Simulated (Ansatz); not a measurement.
**C2H7BN radical: one species, many methods**

An exercise on one series of results from a longer session: the logs are not shown, and one member is left open.

The runs use Ansatz 0.2.0, Gaussian basis; functionals in def2-TZVPP, the program's frozen cores in correlated methods.

Levels to be run: LDA (SPW92), PBE-D4, revPBE-D4, BLYP-D4, r2SCAN-D4, B97M-V, PBE0-D4, B3LYP-D4, r2SCANh-D4, r2SCAN0-D4, HSE06-D4, BHLYP-D4, CAM-B3LYP-D4, LC-ωPBE, ωB97X-V, ωB97M-V, B2PLYP, PBE-QIDH; CCSD(T)/def2-SVP; CCSD(T)/def2-TZVPP; MP2/def2-QZVPP; extrapolation to the limit; RPA on PBE.

### Structure used throughout

An earlier PBE0-D4 in a triple-zeta def2 set relaxation fixed the geometry.

SMILES `B[N]CC`, 11 atoms, charge 0, spin multiplicity 2.

Atoms are counted from 1 here; the program's logs count them from 0.

Bond lengths: B1–N2 1.333 Å, B1–H5 1.204 Å, B1–H6 1.210 Å, N2–C3 1.393 Å, C3–C4 1.521 Å, C3–H7 1.099 Å, C3–H8 1.104 Å, C4–H9 1.092 Å, C4–H10 1.091 Å, C4–H11 1.091 Å. Angles: N2–B1–H5 121.1°, N2–B1–H6 118.7°, H5–B1–H6 120.2°, B1–N2–C3 164.9°, N2–C3–C4 114.2°, N2–C3–H7 109.7°, N2–C3–H8 107.3°, C4–C3–H7 110.5°, C4–C3–H8 109.9°, H7–C3–H8 104.9°, C3–C4–H9 110.3°, C3–C4–H10 110.6°, C3–C4–H11 110.6°, H9–C4–H10 108.4°, H9–C4–H11 108.7°, H10–C4–H11 108.2°.

Geometry (Å):

```xyz
11
C2H7BN
B    -0.5510    2.0504    0.1616
N    -0.4130    0.7690   -0.1786
C     0.0607   -0.4561   -0.6430
C     0.4057   -1.4477    0.4573
H    -1.5756    2.4583    0.6438
H     0.3771    2.8046   -0.0228
H    -0.6671   -0.8932   -1.3414
H     0.9543   -0.2502   -1.2575
H     0.7811   -2.3783    0.0259
H    -0.4768   -1.6779    1.0567
H     1.1699   -1.0359    1.1185
```

The first run:

File in.yaml:

```yaml
crystal:
  periodic: [false, false, false]
  atoms:
    - {symbol: B, position_ang: [-0.550993, 2.050387, 0.161563]}
    - {symbol: N, position_ang: [-0.413007, 0.768958, -0.178647]}
    - {symbol: C, position_ang: [0.060664, -0.456150, -0.642991]}
    - {symbol: C, position_ang: [0.405703, -1.447682, 0.457286]}
    - {symbol: H, position_ang: [-1.575550, 2.458340, 0.643793]}
    - {symbol: H, position_ang: [0.377103, 2.804627, -0.022818]}
    - {symbol: H, position_ang: [-0.667098, -0.893215, -1.341365]}
    - {symbol: H, position_ang: [0.954282, -0.250203, -1.257493]}
    - {symbol: H, position_ang: [0.781058, -2.378254, 0.025948]}
    - {symbol: H, position_ang: [-0.476783, -1.677855, 1.056675]}
    - {symbol: H, position_ang: [1.169921, -1.035950, 1.118550]}
basis:
  gaussian: {orbitals: def2-TZVPP}
magnetization: {spin_polarized: true, initial_magnetization: 1}
hamiltonian: {xc: lda}
output: {orbitals: {seedname: orbitals}}
```

Command:

```
$ ansatz run in.yaml --threads 4 --pin off --events-out ev --progress --plain --max-ram 10444MiB
```

Among the steps run: LDA; PBE-D4 (GGA); revPBE-D4 (GGA); BLYP-D4 (GGA); r2SCAN-D4 (meta-GGA); B97M-V (meta-GGA); PBE0-D4 (hybrid); B3LYP-D4 (hybrid); r2SCANh-D4 (hybrid); r2SCAN0-D4 (hybrid); HSE06-D4 (hybrid); BHLYP-D4 (hybrid); CAM-B3LYP-D4 (range-separated); LC-ωPBE (range-separated); ωB97X-V (range-separated); ωB97M-V (range-separated); B2PLYP (double hybrid); PBE-QIDH (double hybrid).

One of the session's tables, all rows but one given; the rest of the session is left out.

It belongs to the step «Orbital energies across the functionals». 

| functional | HOMO (eV) | LUMO (eV) | gap (eV) |
| --- | --- | --- | --- |
| LDA (SPW92) | -5.40 | -4.21 | 1.19 |
| PBE-D4 | -5.50 | -3.87 | 1.63 |
| revPBE-D4 | -5.49 | -3.78 | 1.71 |
| BLYP-D4 | -5.41 | -3.81 | 1.60 |
| r2SCAN-D4 | -5.98 | -3.30 | 2.67 |
| B97M-V | -5.91 | -3.51 | 2.40 |
| PBE0-D4 | -7.04 | -2.58 | 4.45 |
| B3LYP-D4 | ? | ? | ? |
| r2SCANh-D4 | -6.54 | -2.84 | 3.70 |
| r2SCAN0-D4 | -7.38 | -2.14 | 5.24 |
| HSE06-D4 | -6.63 | -2.98 | 3.65 |
| BHLYP-D4 | -8.48 | -1.21 | 7.27 |
| CAM-B3LYP-D4 | -8.43 | -1.48 | 6.95 |
| LC-ωPBE | -9.80 | -0.13 | 9.67 |
| ωB97X-V | -9.37 | -0.46 | 8.91 |
| ωB97M-V | -9.16 | -0.60 | 8.57 |

Q: Estimate the row for B3LYP-D4 from the others.

Worked estimate for «HOMO (eV)». Against the share of exact exchange, BLYP-D4 (0, -5.41), BHLYP-D4 (0.5, -8.48) give a slope of -6.14 per unit share; at 0.2 the line stands at -6.64.

The run gave: HOMO (eV): -6.78; LUMO (eV): -2.99; gap (eV): 3.79. In «HOMO (eV)» the line misses by +0.14.
